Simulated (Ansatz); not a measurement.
**CH5ClN2OW: shape, modes and thermochemistry**

The task is to find a stationary geometry of CH5ClN2OW, check the end point by its vibrations and derive ideal-gas thermochemistry, and look at its orbitals and charge.

Method: RKS PBE0-D4/def2-TZVP; program: Ansatz 0.2.0, Gaussian basis.

Plan: relaxation at PBE0-D4/def2-TZVP; harmonic vibrations at the same level; a single point in def2-TZVPP for the fields.

**1. The system as given**

SMILES `C[N]=[W]([NH2])(=[O])[Cl]`, 11 atoms, charge 0, spin multiplicity 1.

Atoms are counted from 1 here; the program's logs count them from 0.

Bond lengths: C1–N2 1.419 Å, C1–H7 1.097 Å, C1–H8 1.096 Å, C1–H9 1.099 Å, N2–W3 1.784 Å, W3–N4 1.985 Å, W3–O5 1.688 Å, W3–Cl6 2.219 Å, N4–H10 1.028 Å, N4–H11 1.024 Å. Angles: N2–C1–H7 111.1°, N2–C1–H8 110.3°, N2–C1–H9 110.6°, H7–C1–H8 108.0°, H7–C1–H9 108.6°, H8–C1–H9 108.3°, C1–N2–W3 161.0°, N2–W3–N4 106.0°, N2–W3–O5 114.1°, N2–W3–Cl6 107.9°, N4–W3–O5 108.6°, N4–W3–Cl6 111.3°, O5–W3–Cl6 108.9°, W3–N4–H10 120.4°, W3–N4–H11 130.1°, H10–N4–H11 106.8°.

Geometry (Å):

```mol
CH5ClN2OW
  3D, bonds by distance, orders not assigned

 11 10  0  0  0  0  0  0  0  0999 V2000
   -0.5927   -1.1295    1.7073 C   0  0
   -0.4075   -0.2075    0.6448 N   0  0
    0.3298    1.0385   -0.3975 W   0  0
    0.4507    0.2362   -2.2091 N   0  0
    1.8764    1.5131    0.0848 O   0  0
   -1.0031    2.8124   -0.3886 Cl  0  0
   -1.6473   -1.1818    2.0058 H   0  0
   -0.2787   -2.1333    1.3983 H   0  0
    0.0050   -0.8357    2.5821 H   0  0
    1.1797    0.5413   -2.8660 H   0  0
    0.0876   -0.6536   -2.5621 H   0  0
  1  2  8  0
  2  3  8  0
  3  4  8  0
  3  5  8  0
  3  6  8  0
  1  7  8  0
  1  8  8  0
  1  9  8  0
  4 10  8  0
  4 11  8  0
M  END
```

The start is a GFN2-xTB geometry. W takes the def2 core potential; no spin-orbit term is included.

**2. Optimising with PBE0-D4/def2-TZVP**

in.yaml reads:

```yaml
crystal:
  periodic: [false, false, false]
  atoms:
    - {symbol: C, position_ang: [-0.592730, -1.129510, 1.707350]}
    - {symbol: N, position_ang: [-0.407540, -0.207510, 0.644800]}
    - {symbol: W, position_ang: [0.329840, 1.038470, -0.397470]}
    - {symbol: N, position_ang: [0.450680, 0.236170, -2.209100]}
    - {symbol: O, position_ang: [1.876400, 1.513140, 0.084850]}
    - {symbol: Cl, position_ang: [-1.003060, 2.812360, -0.388590]}
    - {symbol: H, position_ang: [-1.647290, -1.181830, 2.005780]}
    - {symbol: H, position_ang: [-0.278660, -2.133310, 1.398300]}
    - {symbol: H, position_ang: [0.005020, -0.835680, 2.582140]}
    - {symbol: H, position_ang: [1.179720, 0.541260, -2.866000]}
    - {symbol: H, position_ang: [0.087630, -0.653560, -2.562060]}
basis:
  gaussian: {orbitals: def2-TZVP}
hamiltonian: {xc: pbe0, dispersion: d4}
relax: {f_tol: 0.005, max_steps: 150}
```

The run is started by

```sh
> ansatz run in.yaml --threads 4 --pin off --events-out ev --progress --plain --max-ram 11315MiB
```

The runs that follow: Harmonic vibrations; Orbitals, density and potential.

Before running them: what should the planned runs give, taken together? Wanted: point group; shift from the start; total energy; dispersion term; dipole moment; lowest, highest wavenumber; zero-point energy; HOMO, LUMO.

**Answer**, as computed:

```
                  quantity            value
               point group               C1
                     steps               19
shift from the start (rms)          0.247 Å
              total energy   -20490.7059 eV
           dispersion term         -256 meV
             dipole moment           3.59 D
lowest, highest wavenumber    84, 3684 cm⁻¹
         zero-point energy     191.0 kJ/mol
       entropy at 298.15 K  397.1 J/(mol K)
                HOMO, LUMO  -7.59, -1.35 eV
```

**Reading.** The relaxed geometry lies 0.25 Å (rms) from the start; the bond that changed most is W3–Cl6, from 2.219 to 2.295 Å. All wavenumbers are real, so the end point is a minimum. The stiffest mode, 3684 cm⁻¹, is an N–H stretch, and 5 modes under 200 cm⁻¹ make the vibrational entropy uncertain. Harmonic hybrid wavenumbers usually lie a few per cent above measured fundamentals. The largest Mulliken charge, +1.26 e, sits on W3. The HOMO lies mostly on N2 51 %; O5 16 % and the LUMO on W3 53 %; Cl6 11 %.
